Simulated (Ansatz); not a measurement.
This script makes a test of the smearing width of NaLa3, space group Pm-3m with the Ansatz DFT code, driven from Python.

`smear.py`:
```python
import ansatz
import numpy as np
from tabulate import tabulate


def main() -> None:
    vectors = np.array([
        [5.256287, 0.0, 0.0],
        [0.0, 5.256287, 0.0],
        [0.0, 0.0, 5.256287],
    ])
    crystal = (
        ansatz.Lattice.of(vectors)
        .atom('Na', (0.0, 0.0, 0.0))
        .atom('La', (0.5, 0.0, 0.5))
        .atom('La', (0.0, 0.5, 0.5))
        .atom('La', (0.5, 0.5, 0.0))
    )

    calculation = (
        crystal.calculation()
        .functional(ansatz.Functional.PBE)
        .basis(420)
        .kpoints(spacing=0.26)
    )

    rows = []
    for value in [0.25, 0.15, 0.1, 0.05, 0.025]:
        summary = calculation.occupations('cold', width=value).run(threads=1).report
        rows.append((value, summary['free_energy_ev'] / len(summary['lattice']['sites']), summary['n_iterations'], summary['n_kpoints']))

    print(tabulate(rows, headers=['width (eV)', 'F/atom (eV)', 'iterations', 'k-points'], floatfmt='.4f', tablefmt='simple'))

    for row in rows[:-1]:
        shift = 1000 * (row[1] - rows[-1][1])
        print(f'{row[0]}: {shift:+.2f} meV/atom' + ('  (within 5 meV)' if abs(shift) < 5 else ''))


if __name__ == '__main__':
    main()
```

How much does the free energy per atom change between the narrowest and the widest smearing, and why?

Going from 0.025 to 0.25 eV changes F by -3.7 meV an atom. This scheme is built to cancel the term in the square of the width, but that needs a smooth density of states and a fine mesh, and here a sizeable shift remains.

The output:

Running `python smear.py` prints:
```text
  width (eV)    F/atom (eV)    iterations    k-points
------------  -------------  ------------  ----------
      0.2500     -5058.9508             7          10
      0.1500     -5058.9500             7          10
      0.1000     -5058.9493             7          10
      0.0500     -5058.9479             7          10
      0.0250     -5058.9471             7          10
0.25: -3.74 meV/atom  (within 5 meV)
0.15: -2.88 meV/atom  (within 5 meV)
0.1: -2.25 meV/atom  (within 5 meV)
0.05: -0.83 meV/atom  (within 5 meV)
```

Reading the output:
- The mesh is modest for a metal, so energies can be off by several to tens of meV an atom and pressures by half a GPa or more; differences at equal mesh fare better.
- The narrowest width needs the finest mesh, so the last row is no converged reference.
- This cell is a computed structure, which may not be the phase found in nature.
- Wall time of the script: 9.2 s on 1 thread of Arm Neoverse V2, with other jobs on the host, peak memory 0.43 GiB.
